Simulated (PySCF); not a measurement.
# AlF4 (fluoroaluminate): the cost of one run

Computed with PySCF 2.14.0, with density-fitted response routines of our own, on a single molecule, in the gas phase or a continuum. Atoms are numbered from 0 throughout.

**1. The starting structure**

5 atoms, charge -1, multiplicity 1; geometry from: GFN2-xTB. The atoms were then displaced at random by about 0.01 Å, so the start is not that level's minimum.

Bonds of the start (Å): F0–Al1 1.70, Al1–F2 1.68, Al1–F3 1.66, Al1–F4 1.68.

**2. Geometry optimisation at PBE0-D3(BJ)/def2-SVP**

What the job is given:

```
{"job": {"xc": "PBE0", "basis": "def2-SVP", "d3": "d3bj", "grid": 1, "shake": 0.01, "kind": "geom"}, "charge": -1, "multiplicity": 1}
F      1.341850     0.826000     0.607750
Al    -0.003960    -0.003950    -0.005620
F      0.499670    -1.053660    -1.220170
F     -1.084670     1.084730    -0.647800
F     -0.719320    -0.887090     1.227950
```

Command:

```sh
$ OMP_NUM_THREADS=1 python probes_run.py task.json out
```

This one command runs all jobs of the session in turn.

Q: Estimate the wall time and peak memory of this first job on 1 thread of AMD EPYC 7R43, shared host.

About 6.1 s, with a peak of 0.32 GiB.
